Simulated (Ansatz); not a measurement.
**CH6BClGe: geometry optimisation in Python**

What geometry does CH6BClGe take? The task is a geometry optimisation, for CH6BClGe. SMILES: B[CH2][GeH2][Cl].

Computed with Ansatz 0.2.0, driven from Python. Level of theory: PBE0/def2-SVP.

## (1) The system

Bond lengths: B1–C2 1.526 Å, C2–Ge3 1.915 Å, Ge3–Cl4 2.233 Å, B1–H5 1.244 Å, B1–H6 1.186 Å, C2–H7 1.097 Å, C2–H8 1.125 Å, Ge3–H9 1.599 Å, Ge3–H10 1.554 Å. Angles (14 of 15 angles, heavy atoms first): B1–C2–Ge3 108.4°, C2–Ge3–Cl4 111.1°, B1–C2–H7 110.3°, B1–C2–H8 111.6°, Ge3–C2–H7 108.3°, Ge3–C2–H8 107.1°, C2–B1–H5 119.8°, C2–B1–H6 125.1°, C2–Ge3–H9 111.2°, C2–Ge3–H10 111.6°, Cl4–Ge3–H9 108.4°, Cl4–Ge3–H10 107.2°, H7–C2–H8 111.0°, H5–B1–H6 115.1°.

The script holds or builds the structure itself.

## (2) Script

Contents of ch6bclge.py:

```python
"""Relax the CH6BClGe molecule."""

import argparse
import itertools

import ansatz
from ase.data import atomic_numbers, covalent_radii
import numpy as np

parser = argparse.ArgumentParser(description="Relax the CH6BClGe molecule.")
parser.add_argument("--basis-set", required=True, help="basis")
parser.add_argument("--xc", required=True, help="exchange-correlation functional")
args = parser.parse_args()


def main() -> None:
    geometry_ang = [
        ("B", (-1.4876, 0.526, -0.0417)),
        ("C", (-0.4082, -0.4348, -0.5332)),
        ("Ge", (1.2157, -0.0504, 0.4055)),
        ("Cl", (2.8599, -1.4167, -0.2409)),
        ("H", (-2.0489, 1.291, -0.8468)),
        ("H", (-1.875, 0.6019, 1.077)),
        ("H", (-0.6937, -1.472, -0.3173)),
        ("H", (-0.1975, -0.2947, -1.629)),
        ("H", (1.0222, -0.2053, 1.9849)),
        ("H", (1.6962, 1.4038, 0.1445)),
    ]
    molecule = ansatz.Crystal.molecule()
    for symbol, xyz in geometry_ang:
        molecule = molecule.atom(symbol, xyz)

    base = molecule.calculation()
    base = base.basis(gaussian=args.basis_set)
    base = base.functional(args.xc)
    symbols = [site.symbol for site in molecule.cartesian_sites]
    start = np.array([site.position_ang for site in molecule.cartesian_sites], dtype=float)
    rep = base.relax(force_tolerance=0.01, max_steps=100).run().report
    end = np.array(rep["positions_ang"])

    print(f"E = {rep['free_energy_ev']:.6f} eV = {rep['free_energy_ev'] / 27.211386246:.7f} Ha")
    print("converged:", rep["converged"], " doubts:", rep["published_state_doubts"] or "none")

    # pairs closer than 1.2 times the sum of covalent radii, before or after
    radius = [covalent_radii[atomic_numbers[s]] for s in symbols]
    span = lambda where, i, j: np.linalg.norm(where[i] - where[j])
    bonded = [(i, j) for i, j in itertools.combinations(range(len(symbols)), 2) if min(span(start, i, j), span(end, i, j)) < 1.2 * (radius[i] + radius[j])]
    print("pair        before    after (A)")
    for i, j in bonded:
        print(f"{symbols[i]}{i}-{symbols[j]}{j}".ljust(10), f"{span(start, i, j):8.4f} {span(end, i, j):8.4f}")
    with open("ch6bclge_opt.xyz", "w") as handle:
        handle.write(f"{len(symbols)}\nrelaxed CH6BClGe\n")
        handle.writelines(f"{s:2s} {x:11.6f} {y:11.6f} {z:11.6f}\n" for s, (x, y, z) in zip(symbols, end))


if __name__ == "__main__":
    main()
```

## (3) What the engine is handed

The package turns the script's settings into the engine's input:

```yaml
crystal:
  periodic: [false, false, false]
  atoms:
    - { symbol: B, position_ang: [-1.4876, 0.526, -0.0417] }
    - { symbol: C, position_ang: [-0.4082, -0.4348, -0.5332] }
    - { symbol: Ge, position_ang: [1.2157, -0.0504, 0.4055] }
    - { symbol: Cl, position_ang: [2.8599, -1.4167, -0.2409] }
    - { symbol: H, position_ang: [-2.0489, 1.291, -0.8468] }
    - { symbol: H, position_ang: [-1.875, 0.6019, 1.077] }
    - { symbol: H, position_ang: [-0.6937, -1.472, -0.3173] }
    - { symbol: H, position_ang: [-0.1975, -0.2947, -1.629] }
    - { symbol: H, position_ang: [1.0222, -0.2053, 1.9849] }
    - { symbol: H, position_ang: [1.6962, 1.4038, 0.1445] }
basis:
  gaussian:
    orbitals: def2-SVP
hamiltonian:
  xc: pbe0
relax:
  f_tol: 0.01
  max_steps: 100
```

## (4) The run

On the command line:

```
> python ch6bclge.py --basis-set def2-SVP --xc PBE0
```

**Question.** What results will this script give? Wanted: total energy; dipole moment; moves of the relaxation; energy gained; last largest force component.

**Answer**, as computed:

| quantity | value |
| --- | --- |
| total energy | -70826.6844 eV |
| dipole moment | 1.14 D |
| moves of the relaxation | 12 |
| energy gained | 0.223 eV |
| last largest force component | 0.0043 eV/Å |

**Reading.** The relaxation took 12 moves; the largest shift is 0.486 Å, of atom 5 (H). The end point is the stationary point reached from this start; no frequency run checks that it is a minimum, and the basis set is modest.
